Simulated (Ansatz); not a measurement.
# HfB: restoring forces

HfB is deformed so: atom 2 (B) moved by (0.000, 0.000, 0.200) Å. What stress and forces result, by LAPW, PAW and all-electron datasets made for the crystal?

Program: Ansatz 0.2.0. Level of theory: DFT PBE, scalar-relativistic. These are calculated values, not measurements.

## (1) Starting point

It takes space group Fm-3m (No. 225, cubic). The conventional cell has a = 4.620 Å, b = 4.620 Å, c = 4.620 Å, α = 90.00°, β = 90.00°, γ = 90.00°. Around Hf (site symmetry m-3m) lie 6 B at 2.31 Å. B (site symmetry m-3m) has 6 Hf at 2.31 Å in its first shell of neighbours.

Structure file:

```xyz
2
Lattice="0.0000 2.3100 2.3100 2.3100 0.0000 2.3100 2.3100 2.3100 0.0000" Properties=species:S:1:pos:R:3 pbc="T T T"
Hf    2.3100    2.3100    2.3100
B     0.0000    0.0000    0.0000
```

Atoms are numbered in the order of the input: Hf1, B2.

## (2) After the deformation

Space group Fm-3m before, I4mm after.

## (3) Full-potential LAPW

Input file input.yaml:

```yaml
crystal:
  lattice:
    - [0.0, 2.31, 2.31]
    - [2.31, 0.0, 2.31]
    - [2.31, 2.31, 0.0]
  atoms:
    - { symbol: Hf, position: [0.5, 0.5, 0.5] }
    - { symbol: B, position: [0.0432900433, 0.0432900433, -0.0432900433] }
kpoints:
  mp_grid: { grid: [15, 15, 15] }
scf:
  occupations: { method: fermi_dirac, width: 0.05 }
hamiltonian:
  xc: pbe
  pseudopotentials: { kind: all_electron, lapw: { basis_error: 0.00025 } }
output:
  forces: true
  stress: true
  eigenvalues: true
```

Started as:

```sh
ansatz run input.yaml --threads 1 --pin off --max-ram 2048MiB --backend cpu --events-out ev --progress --plain --runs-dir out
```

Standard output, shortened:

```text
LAPW: plane waves up to 10.367 Å⁻¹, error target 2.5e-4 eV per atom; small_component_spin mean_spin; B in spheres of 0.825 Å, 5 of its electrons in bands, Dirac shells []; Hf in spheres of 1.285 Å, 44 of its electrons in bands, Dirac shells []
[...]
Pseudopotentials: kind: all_electron
Pseudopotential: Hf, LAPW, valence charge 44, Koelling and Harmon's equation, gaussian nucleus
Pseudopotential: B, LAPW, valence charge 5, Koelling and Harmon's equation, gaussian nucleus
Functional definition: PBE
[...]
Crystal: 2 atoms, lattice volume = 24.653 Å³
Basis set: ecut = 409.48169053967126 eV, 459 PW (Γ), exchange–correlation at level 2
Bands: 30, of which v1, the nominal top of the filled ones, is band 25 counted from 1 (24 counted from 0)
Symmetry: 8 space group operations
Space group: I4mm (ITA 107), of the structure as read, at distance tolerance 2.9e-5 Å
k-points: 288 of 3375 (time reversal used)
[...]
SCF iter   1: F=—  HF=-410927.705150 eV  |F-HF|=—  |Δ(HF+E_count)|=         —  Δρ=8.52e-2  dr2=2.58e0  ethr=5.27e-3  ⟨swp⟩=2.0  Hψ=52945  notcnv=0
[...]
the basis was enlarged: its passes take 393.8 KiB over the memory plan, 1 of 1 planned eigensolver slots
[...]
SCF iter  10: F=-410926.724115 eV  HF=-410926.724115 eV  |F-HF|=2.39e-9  |Δ(HF+E_count)|=   4.02e-9  Δρ=5.56e-6  dr2=4.70e-9  ethr=2.50e-10  ⟨swp⟩=3.0  Hψ=25581  notcnv=0
[...]
SCF converged after 10 iterations
Free energy (F): -410926.724115 eV
[...]
E sigma→0 (E₀):  -410926.719977 eV
Entropy (-TS):   -0.008276 eV (-4.138 meV/atom)
Fermi energy:    20.081756 eV
[...]
--- Forces (eV/Å), atoms counted from 1 ---
  atom   1  Hf     0.00000000     0.00000000     2.62554540
  atom   2  B      0.00000000     0.00000000    -2.62554190
[...]
--- Stress (GPa, compression-positive) ---
       28.337320       0.000000       0.000000
        0.000000      28.337320      -0.000000
        0.000000      -0.000000      41.477728
  P = ⅓ Tr σ = 32.7175 GPa (327.175 kbar)
--- Band table (eV; the first three rows and the last of 288) ---
[...]
```

It took 3.4 min on 1 thread of Arm Neoverse V1, shared host; peak memory 0.89 GiB.

This run gives: pressure 32.72 GPa; no gap; largest force 2.626 eV/Å.

## (4) Frozen-core PAW

input.yaml: that of step 3 with these lines changed.

```diff
@@ -14,3 +14,3 @@
   xc: pbe
-  pseudopotentials: { kind: all_electron, lapw: { basis_error: 0.00025 } }
+  pseudopotentials: { kind: paw }
 output:
@@ -19 +19,2 @@
   eigenvalues: true
+  efg: { contact_densities: true }
```

Started as:

```sh
ansatz run input.yaml --threads 1 --pin off --max-ram 2048MiB --backend cpu --events-out ev --progress --plain --runs-dir out
```

Standard output, shortened:

```text
Hf: output.efg is read without spin–orbit coupling, which moves field gradients at and beside such atoms by some per cent and up to a factor of two; PAW files take it under magnetization.noncollinear and magnetization.spin_orbit
[...]
Pseudopotentials: kind: paw
Pseudopotential: Hf, paw, valence charge 26, recommended cutoff 420 eV (normal)
Pseudopotential: B, paw, valence charge 3, recommended cutoff 420 eV (normal)
[... 1 set-up line as earlier in the session ...]
[...]
Crystal: 2 atoms, lattice volume = 24.653 Å³
Basis set: ecut = 420 eV, 531 PW (Γ), exchange–correlation on 48×48×48 points (8 copies of the dense FFT grid, shifted against one another)
Bands: 19, of which v1, the nominal top of the filled ones, is band 15 counted from 1 (14 counted from 0)
[... 2 set-up lines as earlier in the session ...]
[...]
  atom   1  Hf     0.00000000     0.00000000     2.62654586
  atom   2  B      0.00000000     0.00000000    -2.62654530
[...]
--- Stress (GPa, compression-positive) ---
       28.301128       0.000000       0.000000
        0.000000      28.301128       0.000000
        0.000000       0.000000      41.458143
  P = ⅓ Tr σ = 32.6868 GPa (326.868 kbar)
--- PAW observables at the nuclei: V_zz in 10²¹ V/m², potentials from the cell's mean, atoms counted from 1 ---
  atom   1  Hf V_zz =    +1.163197   η = 0.0000   by run symmetry: allowed
            electrostatic potential = -14185.396976 V   contact ρ = 7528618.780126 e/Å³
  atom   2  B  V_zz =    +0.241482   η = 0.0000   by run symmetry: allowed
            electrostatic potential = -338.204370 V   contact ρ = 488.943159 e/Å³
--- Band table (eV; the first three rows and the last of 288) ---
  k-point 0: bands = ["-40.2348", "-8.7852", "-8.7275", "-8.7275", "9.7408", "9.7808", "9.7827", "9.7827", "9.8715", "9.8715", "9.8730", "10.1508", "21.2181", "21.2181", "21.8571", "22.2119", "23.8673", "24.4073", "24.4073"]
[...]
```

Wall time 20 s (1 thread of Arm Neoverse V1, shared host); peak memory 0.48 GiB.

This run gives: pressure 32.69 GPa; no gap; largest force 2.627 eV/Å; Vzz Hf1 1.16 (η = 0.00), B2 0.24 (η = 0.00) (10²¹ V/m²).

## (5) All-electron PAW on datasets made for the crystal

input.yaml: that of step 4 with these lines changed.

```diff
@@ -14,3 +14,3 @@
   xc: pbe
-  pseudopotentials: { kind: paw }
+  pseudopotentials: { kind: all_electron, datasets: crystal }
 output:
```

Started as:

```sh
ansatz run input.yaml --threads 1 --pin off --max-ram 2048MiB --backend cpu --events-out ev --progress --plain --runs-dir out
```

Standard output, shortened:

```text
[...]
Hf: output.efg is read without spin–orbit coupling, which moves field gradients at and beside such atoms by some per cent and up to a factor of two; PAW files take it under magnetization.noncollinear and magnetization.spin_orbit
[...]
[... 1 set-up line as earlier in the session ...]
Pseudopotential: Hf, paw, valence charge 26, recommended cutoff 420 eV (normal), Koelling and Harmon's equation, gaussian nucleus
Pseudopotential: B, paw, valence charge 3, recommended cutoff 420 eV (normal), Koelling and Harmon's equation, gaussian nucleus
[... 1 set-up line as earlier in the session ...]
[...]
Crystal: 2 atoms, lattice volume = 24.653 Å³
Basis set: ecut = 420 eV, 531 PW (Γ), exchange–correlation on 48×48×48 points (8 copies of the dense FFT grid, shifted against one another)
Bands: 19, of which v1, the nominal top of the filled ones, is band 15 counted from 1 (14 counted from 0)
[... 1 set-up line as earlier in the session ...]
[...]
  atom   1  Hf     0.00000000     0.00000000     2.62570040
  atom   2  B      0.00000000     0.00000000    -2.62568250
[...]
--- Stress (GPa, compression-positive) ---
       28.337598       0.000000       0.000000
        0.000000      28.337598       0.000000
        0.000000       0.000000      41.479509
  P = ⅓ Tr σ = 32.7182 GPa (327.182 kbar)
--- PAW observables at the nuclei: V_zz in 10²¹ V/m², potentials from the cell's mean, atoms counted from 1 ---
  atom   1  Hf V_zz =    +0.963587   η = 0.0000   by run symmetry: allowed
            electrostatic potential = -14185.424200 V   contact ρ = 7525214.319244 e/Å³
  atom   2  B  V_zz =    +0.241559   η = 0.0000   by run symmetry: allowed
            electrostatic potential = -338.136470 V   contact ρ = 488.973841 e/Å³
--- Band table (eV; the first three rows and the last of 288) ---
  k-point 0: bands = ["-39.8530", "-8.4006", "-8.3437", "-8.3437", "10.1293", "10.1694", "10.1713", "10.1713", "10.2601", "10.2601", "10.2616", "10.5359", "21.6023", "21.6023", "22.2399", "22.5980", "24.2503"]
[...]
```

Run time: 90 s. Hardware: 1 thread of Arm Neoverse V1, shared host; peak memory 1.1 GiB.

Result: pressure 32.72 GPa; no gap; largest force 2.626 eV/Å; Vzz Hf1 0.96 (η = 0.00), B2 0.24 (η = 0.00) (10²¹ V/m²).

## (6) Stress and forces compared

Stress (GPa, compression positive):

| method | xx | yy | zz | yz | xz | xy |
| --- | --- | --- | --- | --- | --- | --- |
| LAPW | 28.34 | 28.34 | 41.48 | 0.00 | 0.00 | 0.00 |
| PAW | 28.30 | 28.30 | 41.46 | 0.00 | 0.00 | 0.00 |
| crystal datasets | 28.34 | 28.34 | 41.48 | 0.00 | 0.00 | 0.00 |

Forces (eV/Å):

| atom | LAPW x | LAPW y | LAPW z | PAW x | PAW y | PAW z | crystal datasets x | crystal datasets y | crystal datasets z |
| --- | --- | --- | --- | --- | --- | --- | --- | --- | --- |
| Hf1 | 0.000 | 0.000 | 2.626 | 0.000 | 0.000 | 2.627 | 0.000 | 0.000 | 2.626 |
| B2 | 0.000 | 0.000 | -2.626 | 0.000 | 0.000 | -2.627 | 0.000 | 0.000 | -2.626 |

```
          method  pressure (GPa)  largest force (eV/Å)  Vzz Hf1 (10²¹ V/m²)  Vzz B2 (10²¹ V/m²)  SCF cycles, by the record's count     time
            LAPW           32.72                 2.626                    –                   –                                 10  3.4 min
             PAW           32.69                 2.627                 1.16                0.24                                  7     20 s
crystal datasets           32.72                 2.626                 0.96                0.24                                 10     90 s
```

## (7) What came out

| quantity | value |
| --- | --- |
| pressure | LAPW 32.72, PAW 32.69, crystal datasets 32.72 GPa |
| largest shear or deviatoric stress (LAPW) | 8.76 GPa |
| force on B2 along the move | -2.626 eV/Å |

What this shows: The force on B2 points against the move, a stiffness of 13.13 eV/Å² with all periodic images moving together. No run of the undeformed cell stands beside it, so pressure and stress hold what the given cell had before the change, as far as its symmetry allows. PAW: stress within 0.04 GPa of LAPW, forces within 2 meV/Å. Crystal datasets: stress within 0.01 GPa of LAPW, forces within 1 meV/Å. Spin-orbit coupling is left out, though the cell holds Hf; in elements this heavy it can shift bands and gaps by tenths of an eV.
